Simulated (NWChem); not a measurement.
# UM06-2X/DGauss-DZVP run of CH4FSi (SMILES C[SiH]F)

What is the electronic atomisation energy of CH4FSi at UM06-2X/DGauss-DZVP? 

Program for the calculation: NWChem 7.3.0.

## Step 1: The system as given

CH4FSi: 7 atoms, total charge 0, spin state doublet. SMILES: `C[SiH]F`. The coordinates come from a PBE0-D4/def2-TZVP relaxation.

Bond lengths: C1–Si2 1.864 Å, Si2–F3 1.609 Å, C1–H4 1.091 Å, C1–H5 1.093 Å, C1–H6 1.094 Å, Si2–H7 1.494 Å. Angles: C1–Si2–F3 108.7°, C1–Si2–H7 111.7°, F3–Si2–H7 106.7°, Si2–C1–H4 111.5°, Si2–C1–H5 109.9°, Si2–C1–H6 110.0°, H4–C1–H5 108.4°, H4–C1–H6 108.5°, H5–C1–H6 108.5°.

## Step 2: The energy at UM06-2X/DGauss-DZVP (run 1)

Contents of run.nw:

```
echo
start run
title "CH4FSi M06-2X"
memory total 2200 mb
geometry units angstroms noautosym nocenter noautoz
 C     -0.653500     0.389500    -0.298000
 Si     0.917400    -0.594100    -0.104100
 F      0.640700    -1.812800     0.909600
 H     -1.444900    -0.207800    -0.754100
 H     -0.470200     1.260900    -0.931700
 H     -1.000700     0.738300     0.679600
 H      2.011300     0.226000     0.498700
end
basis spherical bse
 * library DGauss-DZVP
end
dft
 xc m06-2x
 mult 2
 grid fine
 convergence energy 1e-08
 maxiter 100
 mulliken
 print low
end
task dft energy
```

Run with:

```sh
$ nwchem run.nw > run.out
```

What it wrote:

```text
[...]
 d= 0,ls=0.0,diis     1   -429.7086410240 -5.37D+02  9.05D-03  1.12D-01     1.6
[...]
 d= 0,ls=0.0,diis    11   -429.7640488240 -1.08D-09  2.14D-07  5.86D-11    15.0
[...]
         Total DFT energy =     -429.764048824040
      One electron energy =     -806.377961992220
           Coulomb energy =      307.892457725179
    Exchange-Corr. energy =      -38.161004269770
 Nuclear repulsion energy =      106.882459712771
[...]
      Total Density - Mulliken Population Analysis
     ---------------------------------------------
    Atom       Charge   Shell Charges
 -----------   ------   -------------------------------------------------------
    1 C    6     6.91   2.00  0.75  0.64  2.69  0.80  0.03
    2 Si  14    13.35   2.00  2.00  0.86  0.39  5.99  1.75  0.14  0.23
    3 F    9     9.44   2.00  0.97  0.96  4.07  1.43  0.01
    4 H    1     0.74   0.56  0.19
    5 H    1     0.76   0.56  0.20
    6 H    1     0.75   0.55  0.19
    7 H    1     1.05   0.55  0.50
[...]
      <S2> =      0.7517 (Exact =     0.7500)
[...]
```

Run time: 16 s. Hardware: 1 thread of Intel Xeon Platinum 8488C (Sapphire Rapids), shared host; peak memory 0.11 GiB.

## Step 3: The C atom, same level (run 2)

Contents of sp.nw:

```
start sp
memory stack 880 mb heap 220 mb global 1100 mb
charge 0
geometry units angstrom noautosym nocenter noautoz
C      0.000000     0.000000     0.000000
end
basis spherical bse
C library DGauss-DZVP
end
dft
xc m06-2x
mult 3
grid fine
convergence energy 1e-08
maxiter 100
mulliken
noprint "final vectors analysis"
end
task dft energy
```

Run the same way, it converges to -37.83604 Eh (log not shown).

## Step 4: The F atom at the same level (run 3)

Contents of input.nw:

```
echo
start input
memory total 2200 mb
charge 0

geometry units angstrom noautosym nocenter noautoz
 F     0.000000    0.000000    0.000000
end

basis spherical bse
 F library DGauss-DZVP
end

dft
 xc m06-2x
 mult 2
 grid fine
 convergence energy 1e-08
 iterations 100
 mulliken
 print low
end

task dft energy
```

Run the same way, it converges to -99.71395 Eh (log not shown).

Run 4 isn't shown in full; the table further down has it.

## Step 5: The Si atom at the same level (run 5)

Contents of si.nw:

```
echo
start si
memory stack 880 mb heap 220 mb global 1100 mb
geometry noautosym nocenter noautoz
  Si    0.000000    0.000000    0.000000
end
basis spherical bse
  * library DGauss-DZVP
end
dft
  xc m06-2x
  mult 3
  grid fine
  convergence energy 1e-08
  iterations 100
  mulliken
  noprint "final vectors analysis"
end
task dft energy
```

Run the same way, it converges to -289.30908 Eh (log not shown).

## Step 6: The series

```csv
run,partner,energy (Eh),⟨S²⟩,wall time
1,base,-429.764049,0.752,16 s
2,atoms,-37.836042,2.002,0.97 s
3,atoms,-99.713949,0.751,1.4 s
4,atoms,-0.497283,0.750,0.68 s
5,atoms,-289.309083,2.003,1.4 s
```

## Step 7: What came out

Level: UM06-2X/DGauss-DZVP.

| quantity | value |
| --- | --- |
| Si atom: total energy | -289.30908 Eh |
| Si atom: ⟨S²⟩ | 2.003 |
| electronic atomisation energy | 24.921 eV |

In words: Taking the molecule apart into free atoms costs 24.92 eV (2405 kJ/mol), before zero-point energy and without spin-orbit coupling. All runs together took 20 s, the longest 16 s.
